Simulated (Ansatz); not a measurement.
**FeSi (FeSi): properties at the relaxed cell**

The task, for FeSi (FeSi): relax it again with other functionals.

The COD entry's cell or inner coordinates are ideal or old and differ from later refinements, so a difference from it is no clean test against experiment.

Program: Ansatz 0.2.0. Level of theory: DFT PBE, scalar-relativistic, plane waves, PAW. These are calculated values, not measurements.

### 1 Starting point

The structure is cubic, space group P2_13 (No. 198). The conventional cell has a = 4.448 Å, b = 4.448 Å, c = 4.448 Å, α = 90.00°, β = 90.00°, γ = 90.00°. Fe (site symmetry 3) is surrounded by 7 Si at 2.27 to 2.50 Å. Si (site symmetry 3) has 7 Fe at 2.27 to 2.50 Å as nearest neighbours.

As a file:

```cif
data_structure
_symmetry_space_group_name_H-M 'P2_13'
_symmetry_Int_Tables_number 198
_cell_length_a 4.4480
_cell_length_b 4.4480
_cell_length_c 4.4480
_cell_angle_alpha 90.000
_cell_angle_beta 90.000
_cell_angle_gamma 90.000
_cell_volume 88.00
loop_
_atom_site_label
_atom_site_type_symbol
_atom_site_symmetry_multiplicity
_atom_site_Wyckoff_symbol
_atom_site_fract_x
_atom_site_fract_y
_atom_site_fract_z
_atom_site_occupancy
Fe1 Fe 4 a 0.13599 0.13599 0.13599 1
Si1 Si 4 a 0.84072 0.84072 0.84072 1
```

It is the result of an earlier relaxation at this level (volume 11.00 Å³/atom; gap on the mesh: 0.17 eV).

### 2 The cell under PBEsol

Contents of input.yaml:

```yaml
crystal:
  lattice:
    - [4.4480344168, 0.0, 0.0]
    - [0.0, 4.4480344168, 0.0]
    - [0.0, 0.0, 4.4480344168]
  atoms:
    - { symbol: Fe, position: [0.1359940211, 0.1359940211, 0.1359940211] }
    - { symbol: Fe, position: [0.3640059789, 0.8640059789, 0.6359940211] }
    - { symbol: Fe, position: [0.6359940211, 0.3640059789, 0.8640059789] }
    - { symbol: Fe, position: [0.8640059789, 0.6359940211, 0.3640059789] }
    - { symbol: Si, position: [0.8407200308, 0.8407200308, 0.8407200308] }
    - { symbol: Si, position: [0.6592799692, 0.1592799692, 0.3407200308] }
    - { symbol: Si, position: [0.3407200308, 0.6592799692, 0.1592799692] }
    - { symbol: Si, position: [0.1592799692, 0.3407200308, 0.6592799692] }
basis:
  ecutwfc: 420
kpoints:
  mp_grid: { grid: [8, 8, 8] }
hamiltonian:
  xc: pbesol
scf:
  occupations: { method: gaussian, width: 0.01 }
output:
  forces: true
  stress: true
  eigenvalues: true
relax:
  adjacent_minimum: "off"
  f_tol: 0.005
  max_steps: 50
  cell: { stress_tol: 0.05 }
```

Run with:

```
$ ansatz run input.yaml --threads 4 --pin off --max-ram 10240MiB --backend cpu --events-out ev --progress --plain --runs-dir out
```

### 3 The cell under LDA

input.yaml, as its differences from that of step 2:

```diff
@@ -19,3 +19,3 @@
 hamiltonian:
-  xc: pbesol
+  xc: lda
 scf:
```

### 4 Relaxing with PBE+D3(BJ)

input.yaml, as its differences from that of step 3:

```diff
@@ -19,3 +19,4 @@
 hamiltonian:
-  xc: lda
+  xc: pbe
+  dispersion: d3bj
 scf:
```

(Steps that only read results are left out.)

**Question.** What will these runs give?

**Answer**, as computed:

The volumes rise in the order LDA, PBE+D3(BJ), PBEsol, PBE, over 5.5 %. PBE comes nearest to the reported cell (-6.6 %).
